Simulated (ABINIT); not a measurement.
The system is InSb3.

```
Sb In
1.0
     0.00000    3.79455    3.79455
     3.79455    0.00000    3.79455
     3.79455    3.79455    0.00000
Sb In
3 1
Cartesian
  3.7946 3.7946 3.7946
  5.6918 5.6918 5.6918
  1.8973 1.8973 1.8973
  0.0000 0.0000 0.0000
```

The cell comes from a database or a generator and needn't be the stable form of this composition.

Program: ABINIT 10.8.3 (patched build). Alike in all runs: no spin polarisation; cell as given; k mesh 6 × 6 × 6; smearing fermi-dirac 0.05 eV. Hardware: 4 MPI ranks on Intel(R) Xeon(R) 6975P-C (Granite Rapids), with other jobs on the host.

Order these runs on this cell by their wall time, lowest first.
A. task single point; level PBEsol; potentials or basis PseudoDojo NC SR PBEsol v0.4.1 standard; cutoff (eV) 1088
B. task band structure; level PBEsol; potentials or basis PseudoDojo NC SR PBEsol v0.4.1 standard; cutoff (eV) 1088
C. task band structure; level LDA; potentials or basis JTH PAW LDA v2.0; cutoff (eV) 599; fine-grid cutoff 1197.3 eV

A (51 s), C (130 s), B (400 s).
